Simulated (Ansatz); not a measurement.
# CdSe (P6_3mc): convergence test of the plane-wave cutoff

How high a cutoff does CdSe (P6_3mc) need? Wanted for CdSe (P6_3mc): a convergence test of the plane-wave cutoff.

The COD entry's cell or inner coordinates are ideal or old and differ from later refinements, so a difference from it is no clean test against experiment.

Computed with the Python package of Ansatz 0.2.0. Level of theory: DFT r2SCAN, plane waves, PAW.

**1. The structure**

The structure is hexagonal, space group P6_3mc (No. 186). Conventional cell: a = 4.300 Å, b = 4.300 Å, c = 7.020 Å, α = 90.00°, β = 90.00°, γ = 120.00°. Around Cd (site symmetry 3m) lie 4 Se at 2.61 to 2.70 Å. Se (site symmetry 3m) is surrounded by 4 Cd at 2.61 to 2.70 Å.

No structure file is read: the coordinates are typed or built in the script.

**2. The script**

Contents of cdse.py:

```python
'''Convergence of CdSe with the plane-wave cutoff.'''

import warnings

import ansatz as az
import matplotlib.pyplot as plt

warnings.simplefilter('ignore', az.DeckWarning)

structure = (
    az.Lattice.of((4.3, 0.0, 0.0), (-2.15, 3.723909, 0.0), (0.0, 0.0, 7.02))
    .atom('Cd', (1 / 3, 2 / 3, 0.0))
    .atom('Cd', (2 / 3, 1 / 3, 0.5))
    .atom('Se', (1 / 3, 2 / 3, 0.385))
    .atom('Se', (2 / 3, 1 / 3, 0.885))
)

setup = (
    structure.calculation()
    .functional(az.Functional.R2SCAN)
    .kpoints(6, 6, 4)
    .occupations('fixed')
    .stress()
)

rows = []
for value in [300, 400, 500, 600]:
    rep = setup.basis(value).run(threads=1, backend='cpu').report
    rows.append((value, rep['free_energy_ev'] / len(rep['lattice']['sites']), rep['n_iterations'], sum(rep['stress_gpa'][i][i] for i in range(3)) / 3, rep['n_pw']))

print(' cutoff (eV)   F/atom (eV)    iterations       P (GPa)   plane waves')
for row in rows:
    print(f'{str(row[0]):>12s}  {row[1]:12.5f}  {row[2]:12d}  {row[3]:12.3f}  {row[4]:12d}')

# the last row is the reference
for row in rows[:-1]:
    shift = 1000 * (row[1] - rows[-1][1])
    print(f'{row[0]}: {shift:+.2f} meV/atom' + ('  (within 2 meV)' if abs(shift) < 2 else ''))
plt.figure(figsize=(4.5, 3))
plt.plot([str(row[0]) for row in rows], [1000 * (row[1] - rows[-1][1]) for row in rows], 'o-')
plt.xlabel('cutoff (eV)')
plt.ylabel('F - F(last) (meV/atom)')
plt.tight_layout()
plt.savefig('ecut.png', dpi=100)
```

**3. The calls as engine input**

The engine receives this input (first run):

```yaml
crystal:
  lattice:
    - [4.3, 0.0, 0.0]
    - [-2.15, 3.723909, 0.0]
    - [0.0, 0.0, 7.02]
  atoms:
    - { symbol: Cd, position: [0.3333333333333333, 0.6666666666666666, 0.0] }
    - { symbol: Cd, position: [0.6666666666666666, 0.3333333333333333, 0.5] }
    - { symbol: Se, position: [0.3333333333333333, 0.6666666666666666, 0.385] }
    - { symbol: Se, position: [0.6666666666666666, 0.3333333333333333, 0.885] }
basis:
  ecutwfc: 300.0
kpoints:
  mp_grid:
    grid: [6, 6, 4]
hamiltonian:
  xc: r2scan
scf:
  occupations:
    method: fixed
output:
  stress: true
```

**4. Launch**

Command:

```sh
python cdse.py
```

Log:

```text
 cutoff (eV)   F/atom (eV)    iterations       P (GPa)   plane waves
         300   -6873.83116             7         1.669          1315
         400   -6873.90529             7         1.568          1985
         500   -6873.90943             7         1.571          2863
         600   -6873.91042             7         1.569          3791
300: +79.26 meV/atom
400: +5.13 meV/atom
500: +0.99 meV/atom  (within 2 meV)
```

Wall time 72 s (1 thread of Arm Neoverse V1, shared host); peak memory 0.81 GiB.

**5. Inputs of later runs**

The engine's inputs for the other runs:

Run 2, against run 1:

```diff
@@ -12 +12 @@
-  ecutwfc: 300.0
+  ecutwfc: 400.0
```

Run 3, against run 1:

```diff
@@ -12 +12 @@
-  ecutwfc: 300.0
+  ecutwfc: 500.0
```

Run 4, against run 1:

```diff
@@ -12 +12 @@
-  ecutwfc: 300.0
+  ecutwfc: 600.0
```

**6. Run by run**

The 4 runs, in the order started:

```tsv
run	cutoff (eV)	energy from run 4 (meV/atom)	pressure (GPa)	gap on the mesh (eV)	SCF cycles	CPU time (s)
1	300	79.26	1.67	1.20	7	9.5
2	400	5.13	1.57	1.20	7	15
3	500	0.99	1.57	1.20	7	22
4	600	0.00	1.57	1.20	7	24
```

**7. What came out**

| quantity | value |
| --- | --- |
| runs compared | 4 |
| last run but one, from the last | +0.99 meV/atom |
| within 5 meV/atom of the last run from | 500 |

**Reading.** Runs 1, 2: each has a cutoff under the recommended one, so what rests on them isn't a property of the system. From 500 eV on it stays within 2 meV an atom of the value at 600 eV; the first row (300 eV) is off by 79.3 meV and the last but one by 0.99 meV. The energy falls steadily, as expected when plane waves are added. The pressure moves from 1.67 to 1.57 GPa (the program's stress holds a Pulay correction, so it settles early). The last run costs about 2.5 times the first. Of the deposited cell: the entry's cell lengths or inner coordinates differ somewhat from later room-temperature determinations. Pressure is positive in compression. Shifts are counted from the last row, which is itself no proven limit.
